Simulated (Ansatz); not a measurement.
**Molecular dynamics of Nb**

input.yaml

```yaml
crystal:
  lattice:
    - [6.914751, 0.0, 0.0]
    - [0.0, 6.914751, 0.0]
    - [0.0, 0.0, 6.914751]
  atoms:
    - { symbol: Nb, position: [0.0, 0.0, 0.0] }
    - { symbol: Nb, position: [0.5, 0.0, 0.0] }
    - { symbol: Nb, position: [0.0, 0.5, 0.0] }
    - { symbol: Nb, position: [0.0, 0.0, 0.5] }
    - { symbol: Nb, position: [0.25, 0.25, 0.25] }
    - { symbol: Nb, position: [0.5, 0.5, 0.0] }
    - { symbol: Nb, position: [0.5, 0.0, 0.5] }
    - { symbol: Nb, position: [0.75, 0.25, 0.25] }
    - { symbol: Nb, position: [0.0, 0.5, 0.5] }
    - { symbol: Nb, position: [0.25, 0.75, 0.25] }
    - { symbol: Nb, position: [0.25, 0.25, 0.75] }
    - { symbol: Nb, position: [0.5, 0.5, 0.5] }
    - { symbol: Nb, position: [0.75, 0.75, 0.25] }
    - { symbol: Nb, position: [0.75, 0.25, 0.75] }
    - { symbol: Nb, position: [0.25, 0.75, 0.75] }
    - { symbol: Nb, position: [0.75, 0.75, 0.75] }
basis:
  ecutwfc: 500.0
kpoints:
  mp_grid: { grid: [2, 2, 2] }
hamiltonian:
  xc: r2scan
  dispersion: d3bj
scf:
  occupations: { method: fermi_dirac, width: 0.17 }
  lower_state_search: "off"
md:
  timestep: 3
  n_steps: 30
  ensemble: nvt_langevin
  temperature: 2000.0
  initial_velocities: maxwell_boltzmann
  seed: 841600
  friction: 0.02
```

Command:

```bash
$ ansatz run input.yaml --threads 4 --pin off --max-ram 10240MiB --backend cpu --events-out ev --progress --plain --runs-dir out
```

It starts from a structure without forces on its atoms.

Output, in part (step lines):

```
md step     0: t =     0.00 fs  T =  1875.0 K  F+E_penalty+E_count = -73022.25141058 eV  E_kin = 3.877800 eV  (9 SCF iters)
md step     1: t =     3.00 fs  T =  1855.6 K  F+E_penalty+E_count = -73022.22983833 eV  E_kin = 3.837693 eV  (10 SCF iters)
md step     2: t =     6.00 fs  T =  2146.3 K  F+E_penalty+E_count = -73022.16310717 eV  E_kin = 4.438859 eV  (10 SCF iters)
md step     3: t =     9.00 fs  T =  2158.7 K  F+E_penalty+E_count = -73022.04504710 eV  E_kin = 4.464609 eV  (10 SCF iters)
md step     4: t =    12.00 fs  T =  2513.9 K  F+E_penalty+E_count = -73021.86963411 eV  E_kin = 5.199050 eV  (10 SCF iters)
md step     5: t =    15.00 fs  T =  2225.9 K  F+E_penalty+E_count = -73021.64116114 eV  E_kin = 4.603606 eV  (9 SCF iters)
md step     6: t =    18.00 fs  T =  2329.8 K  F+E_penalty+E_count = -73021.37001051 eV  E_kin = 4.818397 eV  (9 SCF iters)
md step     7: t =    21.00 fs  T =  2443.3 K  F+E_penalty+E_count = -73021.05592891 eV  E_kin = 5.053117 eV  (9 SCF iters)
md step     8: t =    24.00 fs  T =  2403.3 K  F+E_penalty+E_count = -73020.71547749 eV  E_kin = 4.970409 eV  (9 SCF iters)
md step     9: t =    27.00 fs  T =  2171.9 K  F+E_penalty+E_count = -73020.37128838 eV  E_kin = 4.491837 eV  (9 SCF iters)
md step    10: t =    30.00 fs  T =  1975.7 K  F+E_penalty+E_count = -73020.04033761 eV  E_kin = 4.086148 eV  (10 SCF iters)
md step    11: t =    33.00 fs  T =  1652.9 K  F+E_penalty+E_count = -73019.73389150 eV  E_kin = 3.418395 eV  (8 SCF iters)
md step    12: t =    36.00 fs  T =  1704.2 K  F+E_penalty+E_count = -73019.44354891 eV  E_kin = 3.524551 eV  (9 SCF iters)
md step    13: t =    39.00 fs  T =  1751.5 K  F+E_penalty+E_count = -73019.15629290 eV  E_kin = 3.622459 eV  (9 SCF iters)
md step    14: t =    42.00 fs  T =  1892.6 K  F+E_penalty+E_count = -73018.86842470 eV  E_kin = 3.914294 eV  (10 SCF iters)
md step    15: t =    45.00 fs  T =  1715.8 K  F+E_penalty+E_count = -73018.56611980 eV  E_kin = 3.548494 eV  (9 SCF iters)
md step    16: t =    48.00 fs  T =  1669.9 K  F+E_penalty+E_count = -73018.27960752 eV  E_kin = 3.453654 eV  (9 SCF iters)
md step    17: t =    51.00 fs  T =  1813.1 K  F+E_penalty+E_count = -73018.00573018 eV  E_kin = 3.749759 eV  (8 SCF iters)
md step    18: t =    54.00 fs  T =  1461.3 K  F+E_penalty+E_count = -73017.74918405 eV  E_kin = 3.022187 eV  (9 SCF iters)
md step    19: t =    57.00 fs  T =  1472.0 K  F+E_penalty+E_count = -73017.53981918 eV  E_kin = 3.044259 eV  (9 SCF iters)
md step    20: t =    60.00 fs  T =  1435.9 K  F+E_penalty+E_count = -73017.35464247 eV  E_kin = 2.969688 eV  (10 SCF iters)
md step    21: t =    63.00 fs  T =  1249.1 K  F+E_penalty+E_count = -73017.20032699 eV  E_kin = 2.583356 eV  (9 SCF iters)
md step    22: t =    66.00 fs  T =  1202.7 K  F+E_penalty+E_count = -73017.10580919 eV  E_kin = 2.487468 eV  (9 SCF iters)
md step    23: t =    69.00 fs  T =  1086.6 K  F+E_penalty+E_count = -73017.07515245 eV  E_kin = 2.247172 eV  (9 SCF iters)
md step    24: t =    72.00 fs  T =  1272.5 K  F+E_penalty+E_count = -73017.07098859 eV  E_kin = 2.631799 eV  (9 SCF iters)
md step    25: t =    75.00 fs  T =  1279.4 K  F+E_penalty+E_count = -73017.08214353 eV  E_kin = 2.646002 eV  (10 SCF iters)
md step    26: t =    78.00 fs  T =  1329.7 K  F+E_penalty+E_count = -73017.16010034 eV  E_kin = 2.750004 eV  (9 SCF iters)
md step    27: t =    81.00 fs  T =  1334.8 K  F+E_penalty+E_count = -73017.31616276 eV  E_kin = 2.760681 eV  (10 SCF iters)
md step    28: t =    84.00 fs  T =  1507.3 K  F+E_penalty+E_count = -73017.50930344 eV  E_kin = 3.117355 eV  (9 SCF iters)
md step    29: t =    87.00 fs  T =  1913.9 K  F+E_penalty+E_count = -73017.69083156 eV  E_kin = 3.958254 eV  (9 SCF iters)
md step    30: t =    90.00 fs  T =  2114.2 K  F+E_penalty+E_count = -73017.87972435 eV  E_kin = 4.372470 eV  (10 SCF iters)
```

All steps were run. The mean temperature of the second half is 25 % below the set value. A run of 0.09 ps of so small a system gives no equilibrium averages. Limits of this set-up: coarse k mesh.

Mean squared displacements from the first frame to the last, about the centre of mass: Nb 0.10 Å².

Last frame:

```xyz
16
Lattice="6.9148 0.0000 0.0000 0.0000 6.9148 0.0000 0.0000 0.0000 6.9148" Properties=species:S:1:pos:R:3
Nb -0.297 0.167 0.290
Nb 3.460 -0.304 -0.295
Nb 0.039 3.039 -0.061
Nb -0.038 -0.160 3.363
Nb 1.568 1.612 1.596
Nb 3.558 3.380 -0.106
Nb 3.450 -0.053 3.338
Nb 5.013 1.868 1.242
Nb -0.055 3.363 3.520
Nb 1.349 5.035 1.952
Nb 2.065 1.792 4.979
Nb 3.728 3.871 3.322
Nb 5.207 5.132 1.902
Nb 5.291 1.724 5.043
Nb 1.787 5.050 5.150
Nb 5.313 5.230 5.197
```

Run time: 17 min on 4 threads of Arm Neoverse N1, on a shared host, peak memory 2.3 GiB.
